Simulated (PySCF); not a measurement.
# C4H6GeO3: spin-spin couplings

Wanted: the spin-spin couplings of C4H6GeO3 (`C=CC(=O)O[C](=O)[GeH3]`), by calculation.

Computed with PySCF 2.14.0, with density-fitted response routines of our own, on a single molecule in the gas phase. Atoms are numbered from 0 throughout.

## (1) The starting structure

14 atoms, charge 0, multiplicity 1; geometry from: GFN2-xTB.

Bonds of the start (Å): C0–C1 1.33, C1–C2 1.47, C2–O3 1.19, C2–O4 1.39, O4–C5 1.37, C5–O6 1.19, C5–Ge7 1.98, C0–H8 1.08, C0–H9 1.08, C1–H10 1.08, Ge7–H11 1.49, Ge7–H12 1.49, Ge7–H13 1.49.

## (2) J couplings: B3LYP/pcSseg-1+pcJ-1

Job settings and geometry (Å):

```
{"job": {"kind": "j", "xc": "B3LYP", "basis": "pcJ-1"}, "charge": 0, "multiplicity": 1}
C     -3.165368     0.543941     0.671341
C     -1.841461     0.626561     0.682743
C     -1.016464    -0.445648     0.095179
O     -1.410923    -1.446681    -0.419339
O      0.323553    -0.113806     0.232749
C      1.356688    -0.900772    -0.188690
O      1.260429    -1.955049    -0.726838
Ge     3.006088     0.097040     0.279512
H     -3.652374    -0.310601     0.229251
H     -3.791990     1.310785     1.093217
H     -1.305458     1.459635     1.111802
H      4.212152    -0.772441     0.182064
H      3.160214     1.259102    -0.645368
H      2.864237     0.647460     1.660235
```

Method: B3LYP/pcJ-1 Ge:pcSseg-1 indirect spin-spin coupling, non-relativistic, gas phase.

Launch:

```
$ OMP_NUM_THREADS=1 python probes_run.py task.json out
```

The driver reads the jobs from task.json and runs them one after another.

What will the session give for the following? largest coupling of the table (B3LYP/pcSseg-1+pcJ-1). Wanted: largest coupling of the table.

As calculated:

| quantity | value |
| --- | --- |
| largest coupling of the table (B3LYP/pcSseg-1+pcJ-1) | 1J(C,H) C1–H10, 171.2 Hz |

In the run at B3LYP/pcSseg-1+pcJ-1, the largest coupling of the table is C1–H10, 171.2 Hz, of which the Fermi-contact term gives 170.2 Hz. Couplings across rotatable bonds belong to this one conformer; where others are populated, the observed values are averages. Spin-orbit coupling is left out, which matters for shieldings and couplings at and beside the heavy atoms.
